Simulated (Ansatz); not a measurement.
# C₃H₆O₂Si: one species, many methods

The task here is to estimate one member of a computed series from the others.

The runs use Ansatz 0.2.0, Gaussian basis; functionals in def2-TZVPP, the program's frozen cores in correlated methods.

Levels to be run: PBE-D4, r2SCAN-D4, PBE0-D4, B3LYP-D4, ωB97X-V, ωB97M-V, B2PLYP; CCSD(T)/def2-TZVPP; MP2/def2-QZVPP; extrapolation to the limit.

## The relaxed structure

All runs share one geometry, relaxed beforehand with PBE0-D4 in a triple-zeta def2 set.

12 atoms, charge 0, spin multiplicity 1.

Atoms are counted from 1 here; the program's logs count them from 0.

Bond lengths: Si1–C2 1.893 Å, Si1–H7 1.483 Å, Si1–H8 1.482 Å, Si1–H9 1.485 Å, C2–O3 1.443 Å, C2–H10 1.094 Å, C2–H11 1.096 Å, O3–C4 1.305 Å, C4–C5 1.386 Å, C4–O6 1.236 Å, C5–H12 1.094 Å. Angles: C2–Si1–H7 109.6°, C2–Si1–H8 109.6°, C2–Si1–H9 106.7°, H7–Si1–H8 110.4°, H7–Si1–H9 110.1°, H8–Si1–H9 110.3°, Si1–C2–O3 108.8°, Si1–C2–H10 110.9°, Si1–C2–H11 110.6°, O3–C2–H10 109.1°, O3–C2–H11 109.4°, H10–C2–H11 108.1°, C2–O3–C4 114.5°, O3–C4–C5 137.2°, O3–C4–O6 126.2°, C5–C4–O6 96.0°, C4–C5–H12 112.8°.

Geometry (Å):

```xyz
12
charge 0, multiplicity 1
Si   -1.8126   -0.1255    1.1404
C    -0.1794   -0.4542    0.2408
O     0.5345    0.7918    0.1023
C     1.4373    0.7966   -0.8398
C     1.8045   -0.0177   -1.8999
O     2.1654    1.7463   -1.1488
H    -1.5375    0.4541    2.4773
H    -2.6448    0.8019    0.3372
H    -2.4938   -1.4375    1.2836
H     0.4402   -1.1606    0.8015
H    -0.3654   -0.8784   -0.7522
H     2.7284   -0.5720   -1.7085
```

Set-up of the first run:

in.yaml

```yaml
crystal:
  periodic: [false, false, false]
  atoms:
    - {symbol: Si, position_ang: [-1.812556, -0.125459, 1.140384]}
    - {symbol: C, position_ang: [-0.179362, -0.454213, 0.240838]}
    - {symbol: O, position_ang: [0.534514, 0.791849, 0.102317]}
    - {symbol: C, position_ang: [1.437261, 0.796632, -0.839764]}
    - {symbol: C, position_ang: [1.804539, -0.017705, -1.899891]}
    - {symbol: O, position_ang: [2.165415, 1.746295, -1.148836]}
    - {symbol: H, position_ang: [-1.537455, 0.454102, 2.477313]}
    - {symbol: H, position_ang: [-2.644755, 0.801886, 0.337181]}
    - {symbol: H, position_ang: [-2.493817, -1.437506, 1.283575]}
    - {symbol: H, position_ang: [0.440218, -1.160562, 0.801515]}
    - {symbol: H, position_ang: [-0.365448, -0.878396, -0.752236]}
    - {symbol: H, position_ang: [2.728447, -0.572024, -1.708496]}
basis:
  gaussian: {orbitals: def2-TZVPP}
hamiltonian: {xc: pbe, dispersion: d4}
output: {forces: true, orbitals: {seedname: orbitals}}
```

Run with:

```bash
> ansatz run in.yaml --threads 4 --pin off --events-out ev --progress --plain --max-ram 10444MiB
```

Among the steps run: PBE-D4 (GGA); r2SCAN-D4 (meta-GGA); PBE0-D4 (hybrid); B3LYP-D4 (hybrid); ωB97X-V (range-separated); ωB97M-V (range-separated); B2PLYP (double hybrid); CCSD(T) in def2-TZVPP; MP2 in def2-QZVPP.

One of the session's tables, all rows but one given; the rest of the session is left out.

```
            method  atomisation energy (kcal/mol)
            PBE-D4                         1103.3
         r2SCAN-D4                         1073.7
           PBE0-D4                         1068.9
          B3LYP-D4                         1066.6
           ωB97X-V                         1069.2
           ωB97M-V                         1069.1
            B2PLYP                              ?
     HF/def2-TZVPP                          730.1
    MP2/def2-TZVPP                         1054.6
   CCSD/def2-TZVPP                         1010.8
CCSD(T)/def2-TZVPP                         1034.0
           MP2/CBS                         1084.9
       CCSD(T)/CBS                         1064.3
```

**Question.** Estimate the row for B2PLYP.

**Answer.** atomisation energy (kcal/mol): 1054.8. In the column «atomisation energy (kcal/mol)» it lies between MP2/def2-TZVPP (1054.6) and CCSD(T)/CBS (1064.3).

Among the levels timed on like hardware and quicker than the yardstick, those that no quicker one beats, quickest first: PBE-D4 (4.2 s, +39.0 kcal/mol); PBE0-D4 (6.5 s, +4.6 kcal/mol); B3LYP-D4 (10 s, +2.3 kcal/mol).

B2PLYP carry no dispersion term (for B3LYP, D4 adds 9.1 kcal/mol).

To keep in mind: Free atoms (1 Si, 3 C, 2 O, 6 H) were run apart at each level; the atomisation energy is their sum less the molecule, without zero-point or spin-orbit terms.
